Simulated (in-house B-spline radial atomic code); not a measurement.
**Cs¹⁹⁺: excited configurations in jj coupling**

How much energy does it take to promote electrons of Cs¹⁹⁺ to other shells? Each configuration is solved by itself and compared with the reference.

Method: Dirac-Hartree-Fock, average of configuration, Fermi nucleus, basis-set limit. Code: in-house B-spline radial atomic code version 1.

## Step 1: The system

```
element       : caesium (Z = 55)
charge        : +19
electrons     : 36
configuration : 1s2 2s2 2p6 3s2 3p6 3d10 4s2 4p6
Hamiltonian   : Dirac-Coulomb
nucleus       : Fermi, rms radius 4.804 fm
```

Settings, as recorded:

```ini
Z = 55
electrons = 36.0
configuration = 1s2 2s2 2p6 3s2 3p6 3d10 4s2 4p6
hamiltonian = dirac
method = hf
spin_polarised = False
nucleus = fermi
rms_radius = 4.8041
mass_number = 133
atomic_mass = 132.905451958
speed_of_light = 137.035999084
```

The reference is known from an earlier run: -7642.815244 hartree in all. Up to eight levels, counted from the top:

```csv
orbital,occupation,energy (eV),<r> (bohr)
3s1/2,2,-1729.82,0.2950
3p1/2,2,-1580.56,0.2851
3p3/2,4,-1509.75,0.2961
3d3/2,4,-1251.11,0.2674
3d5/2,6,-1236.20,0.2709
4s1/2,2,-678.69,0.6440
4p1/2,2,-615.60,0.6555
4p3/2,4,-597.79,0.6737
```

## Step 2: Run with 1s2 2s2 2p6 3s2 3p6 3d10 4s1 4p6 4d+1

In configurations, a minus sign after the shell means j = l − 1/2 and a plus sign j = l + 1/2; the count of electrons follows.

Settings, as recorded:

```ini
Z = 55
electrons = 36.0
configuration = 1s2 2s2 2p6 3s2 3p6 3d10 4s1 4p6 4d+1
hamiltonian = dirac
method = hf
spin_polarised = False
nucleus = fermi
rms_radius = 4.8041
mass_number = 133
atomic_mass = 132.905451958
speed_of_light = 137.035999084
```

## Step 3: 1s2 2s2 2p6 3s2 3p6 3d10 4s2 4p-1 4p+4 8f+1

Settings: those of step 2 with these lines changed.

```diff
@@ -2,3 +2,3 @@
 electrons = 36.0
-configuration = 1s2 2s2 2p6 3s2 3p6 3d10 4s1 4p6 4d+1
+configuration = 1s2 2s2 2p6 3s2 3p6 3d10 4s2 4p-1 4p+4 8f+1
 hamiltonian = dirac
```

## Step 4: Configuration 1s2 2s2 2p6 3s2 3p-2 3p+3 3d10 4s2 4p6 6s1

Settings: those of step 3 with these lines changed.

```diff
@@ -2,3 +2,3 @@
 electrons = 36.0
-configuration = 1s2 2s2 2p6 3s2 3p6 3d10 4s2 4p-1 4p+4 8f+1
+configuration = 1s2 2s2 2p6 3s2 3p-2 3p+3 3d10 4s2 4p6 6s1
 hamiltonian = dirac
```

## Step 5: 1s2 2s2 2p6 3s2 3p6 3d10 4s1 4p6 7f-1

Settings: those of step 4 with these lines changed.

```diff
@@ -2,3 +2,3 @@
 electrons = 36.0
-configuration = 1s2 2s2 2p6 3s2 3p-2 3p+3 3d10 4s2 4p6 6s1
+configuration = 1s2 2s2 2p6 3s2 3p6 3d10 4s1 4p6 7f-1
 hamiltonian = dirac
```

## Step 6: 1s2 2s2 2p6 3s2 3p6 3d-3 3d+6 4s2 4p6 7p-1

Settings: those of step 5 with these lines changed.

```diff
@@ -2,3 +2,3 @@
 electrons = 36.0
-configuration = 1s2 2s2 2p6 3s2 3p6 3d10 4s1 4p6 7f-1
+configuration = 1s2 2s2 2p6 3s2 3p6 3d-3 3d+6 4s2 4p6 7p-1
 hamiltonian = dirac
```

How far above the reference does each configuration lie (order and size, in eV)?

The runs gave:

| net move | configuration | energy above the reference (eV) | with Breit, QED, recoil (eV) | largest <r> (bohr) |
| --- | --- | --- | --- | --- |
| 4s → 4d5/2 | 1s2 2s2 2p6 3s2 3p6 3d10 4s1 4p6 4d+1 | 172.08 | 171.48 | 0.695 |
| 4p1/2 → 8f7/2 | 1s2 2s2 2p6 3s2 3p6 3d10 4s2 4p-1 4p+4 8f+1 | 523.54 | 522.98 | 4.16 |
| 4s → 7f5/2 | 1s2 2s2 2p6 3s2 3p6 3d10 4s1 4p6 7f-1 | 557.34 | 556.67 | 3.08 |
| 3d3/2 → 7p1/2 | 1s2 2s2 2p6 3s2 3p6 3d-3 3d+6 4s2 4p6 7p-1 | 1095.84 | 1095.13 | 2.72 |
| 3p3/2 → 6s | 1s2 2s2 2p6 3s2 3p-2 3p+3 3d10 4s2 4p6 6s1 | 1278.78 | 1277.40 | 1.83 |

**Reading.** At the bottom stands 4s → 4d5/2 (172.08 eV), at the top 3p3/2 → 6s (1278.78 eV). 2 of them lie more than 2 % above the ionisation threshold that Koopmans' theorem gives (597.79 eV), where such states can decay by emitting an electron. These are averages over configurations, without correlation, not spectroscopic levels.
